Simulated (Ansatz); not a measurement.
# MoBr4: geometry, orbitals and charge

Aim: characterise MoBr4 as a triplet: its structure, frontier levels and distribution of charge and spin.

Computed with Ansatz 0.2.0, Gaussian basis. Level: UKS PBE0-D4/def2-TZVP.

Plan: relaxation at PBE-D4/def2-SVP; a search for the lowest solution at PBE-D4/def2-SVP; a single point at PBE0-D4/def2-TZVP; harmonic vibrations at PBE-D4/def2-SVP.

4 further runs of the same task are left out: 1 that didn't finish, 3 set aside as unsound or not needed.

### Step 1. Where the work starts

5 atoms, charge 0, spin multiplicity 3.

Atoms are counted from 1 here; the program's logs count them from 0.

Bond lengths: Mo1–Br2 2.411 Å, Mo1–Br3 2.410 Å, Mo1–Br4 2.410 Å, Mo1–Br5 2.410 Å. Angles: Br2–Mo1–Br3 109.5°, Br2–Mo1–Br4 109.5°, Br2–Mo1–Br5 109.5°, Br3–Mo1–Br4 109.5°, Br3–Mo1–Br5 109.5°, Br4–Mo1–Br5 109.4°.

As a file:

```xyz
5
Br4Mo
Mo    0.00021   -0.00001   -0.00038
Br    0.01067   -0.01574    2.41097
Br    2.26910    0.01063   -0.81270
Br   -1.14434    1.97030   -0.78620
Br   -1.13565   -1.96519   -0.81170
```

Formally the metal is d2. Mo takes a core potential in the def2 sets. No spin-orbit coupling is included.

The start is a GFN2-xTB geometry.

### Step 2. Optimising with PBE-D4/def2-SVP

Input file in.yaml:

```yaml
crystal:
  periodic: [false, false, false]
  atoms:
    - {symbol: Mo, position_ang: [0.000210, -0.000010, -0.000380]}
    - {symbol: Br, position_ang: [0.010670, -0.015740, 2.410970]}
    - {symbol: Br, position_ang: [2.269100, 0.010630, -0.812700]}
    - {symbol: Br, position_ang: [-1.144340, 1.970300, -0.786200]}
    - {symbol: Br, position_ang: [-1.135650, -1.965190, -0.811700]}
basis:
  gaussian: {orbitals: def2-SVP}
magnetization: {spin_polarized: true, initial_magnetization: 2}
hamiltonian: {xc: pbe, dispersion: d4}
scf: {lower_state_search: "off"}
output: {orbitals: {seedname: orbitals}}
relax: {f_tol: 0.02, max_steps: 100}
```

On the command line:

```
ansatz run in.yaml --threads 4 --pin off --events-out ev --progress --plain --max-ram 4787MiB
```

After this run come: Searching for the lowest solution, PBE-D4/def2-SVP; Single point, PBE0-D4/def2-TZVP; Harmonic vibrations.

Before running them: what should the planned runs give, taken together? Wanted: point group; near neighbours of the metal; HOMO, LUMO at PBE0-D4/def2-TZVP; ⟨S²⟩; charge on the metal; spin on the metal; dipole at PBE-D4/def2-SVP; lowest, highest wavenumber.

**Answer**, as computed:

| quantity | value |
| --- | --- |
| point group | Td |
| near neighbours of the metal | Br 2.39, Br 2.39, Br 2.39, Br 2.39 Å |
| HOMO, LUMO at PBE0-D4/def2-TZVP (over both spins) | -7.21, -3.73 eV |
| ⟨S²⟩ | 2.017 |
| charge on the metal (Mulliken, PBE0-D4/def2-TZVP) | +1.02 e |
| spin on the metal (Mulliken) | 1.80 |
| dipole at PBE-D4/def2-SVP | 0.00 D |
| lowest, highest wavenumber | 56, 312 cm⁻¹ |

The molecule keeps its bonding pattern by the stored test; the atoms moved 0.01 Å (rms). Of 2 unpaired electrons, 1.80 sit on the metal by Mulliken's count. The Mulliken charge of the metal, +1.02 e, depends on the basis and isn't its oxidation state. All wavenumbers are real: a minimum at this level. The alpha HOMO lies nearest to Mo1 49 %; 4 Br atoms about 13 % each and the alpha LUMO to Mo1 60 %; Br3 15 %. Whether this spin is the lowest isn't tested here.
